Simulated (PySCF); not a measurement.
# C8H8ClN: the cost of one run

Programs: PySCF 2.14.0, with routines of our own; each step states its level. All values are computed. Atoms count from 0.

## Step 1: The starting structure

18 atoms, charge 0, multiplicity 1; geometry from: GFN2-xTB.

## Step 2: Vibronic structure: TDDFT HF/def2-SV(P)

Job settings and geometry (Å):

```
{"job": {"kind": "vib", "xc": "HF", "basis": "def2-SV(P)", "tda": false}, "charge": 0, "multiplicity": 1}
C     -3.096648     0.662633    -0.222598
C     -1.991304     0.857926     0.470232
C     -1.199357    -0.234301     1.127531
C      0.196488    -0.255108     0.570122
C      0.448590    -0.726332    -0.716950
C      1.743403    -0.700446    -1.199832
C      2.740911    -0.197964    -0.374440
Cl     4.379489    -0.138187    -0.916267
C      2.399053     0.255323     0.892220
N      1.160673     0.224036     1.343299
H     -3.519491    -0.320601    -0.352589
H     -3.634294     1.475470    -0.679992
H     -1.581816     1.851873     0.590474
H     -1.134690    -0.042230     2.200042
H     -1.684353    -1.197412     0.958841
H     -0.359006    -1.104412    -1.324916
H      1.980094    -1.059309    -2.189855
H      3.143497     0.655360     1.566368
```

With the program's defaults for keys left out, this is: TDDFT HF/def2-SV(P) vertical-gradient vibronic structure (displaced harmonic oscillators, Condon), gas phase.

Command:

```console
OMP_NUM_THREADS=1 python excited_run.py task.json out
```

One launch serves the whole session: the jobs run in the order shown.

**Question.** How long does this first job take on 1 thread of Arm Neoverse V1, shared host, and how much memory does it need?

About 37 s, with a peak of 0.79 GiB.
